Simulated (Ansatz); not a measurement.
# C2H7GeN: the cost of one run

All numbers are computed with Ansatz 0.2.0, driven from Python. Level of theory: PBE0/6-31G*.

**1. The system**

Bond lengths: C1–Ge2 1.884 Å, Ge2–C3 1.911 Å, C3–N4 1.242 Å, C1–H5 1.134 Å, C1–H6 1.166 Å, C1–H7 1.090 Å, Ge2–H8 1.582 Å, Ge2–H9 1.563 Å, C3–H10 1.119 Å, N4–H11 1.114 Å. Angles (14 of 16 angles, heavy atoms first): C1–Ge2–C3 107.7°, Ge2–C3–N4 125.9°, C1–Ge2–H8 110.4°, C1–Ge2–H9 110.4°, C3–Ge2–H8 108.9°, C3–Ge2–H9 110.5°, Ge2–C1–H5 112.7°, Ge2–C1–H6 111.0°, Ge2–C1–H7 112.6°, Ge2–C3–H10 117.9°, N4–C3–H10 116.1°, C3–N4–H11 115.3°, H8–Ge2–H9 108.9°, H5–C1–H6 104.9°.

The script holds or builds the structure itself.

**2. The script**

The input, c2h7gen_spin.py:

```python
"""Gap between spin states of C2H7GeN at one geometry."""

from dataclasses import dataclass
import warnings

import ansatz as az


@dataclass(frozen=True)
class Options:
    basis: str = "6-31G*"
    functional: str = "pbe0"


cfg = Options()

GEOMETRY = """
C    -1.16450    0.91300   -0.30490
Ge    0.15460    0.19650    0.83340
C     1.39070   -0.77700   -0.25080
N     1.12210   -1.76480   -0.95480
H    -0.73860    1.63180   -1.07170
H    -1.94000    1.54140    0.29830
H    -1.71250    0.14320   -0.84770
H     0.92890    1.35770    1.57840
H    -0.49660   -0.74220    1.90050
H     2.46820   -0.47940   -0.21120
H     0.05300   -2.07700   -0.94870
"""


def main() -> None:
    warnings.simplefilter("ignore", az.DeckWarning)

    system = az.Crystal.molecule()
    for line in GEOMETRY.strip().splitlines():
        symbol, *xyz = line.split()
        system = system.atom(symbol, [float(v) for v in xyz])

    calculation = (
        system.calculation()
        .basis(gaussian=cfg.basis)  # the orbital basis, by name
        .functional(cfg.functional)
    )
    found = {}
    for unpaired in [0, 2]:
        r = calculation.spin("collinear", total=unpaired).run(threads=1).report
        s = unpaired / 2
        found[unpaired] = r["free_energy_ev"]
        print(f"2S+1 = {unpaired + 1}: E = {found[unpaired]:.5f} eV, <S^2> = {abs(r['mean_field']['state']['spin_squared']):.3f} (pure state {s * (s + 1):.2f})")
    lowest = min(found, key=found.get)
    for unpaired, e in found.items():
        print(f"multiplicity {unpaired + 1}: {(e - found[lowest]):.3f} eV above the lowest")


if __name__ == "__main__":
    main()
```

**3. The calls as engine input**

The engine receives this input (first run):

```yaml
crystal:
  periodic: [false, false, false]
  atoms:
    - { symbol: C, position_ang: [-1.1645, 0.913, -0.3049] }
    - { symbol: Ge, position_ang: [0.1546, 0.1965, 0.8334] }
    - { symbol: C, position_ang: [1.3907, -0.777, -0.2508] }
    - { symbol: "N", position_ang: [1.1221, -1.7648, -0.9548] }
    - { symbol: H, position_ang: [-0.7386, 1.6318, -1.0717] }
    - { symbol: H, position_ang: [-1.94, 1.5414, 0.2983] }
    - { symbol: H, position_ang: [-1.7125, 0.1432, -0.8477] }
    - { symbol: H, position_ang: [0.9289, 1.3577, 1.5784] }
    - { symbol: H, position_ang: [-0.4966, -0.7422, 1.9005] }
    - { symbol: H, position_ang: [2.4682, -0.4794, -0.2112] }
    - { symbol: H, position_ang: [0.053, -2.077, -0.9487] }
basis:
  gaussian:
    orbitals: "6-31G*"
hamiltonian:
  xc: pbe0
magnetization:
  spin_polarized: true
  initial_magnetization: 0.0
```

**4. Launch**

Command:

```console
$ python c2h7gen_spin.py
```

**Question.** How long does this script take on 1 thread of Arm Neoverse V1, shared host, and how much memory does it need?

About 17 s, with a peak of 0.33 GiB.
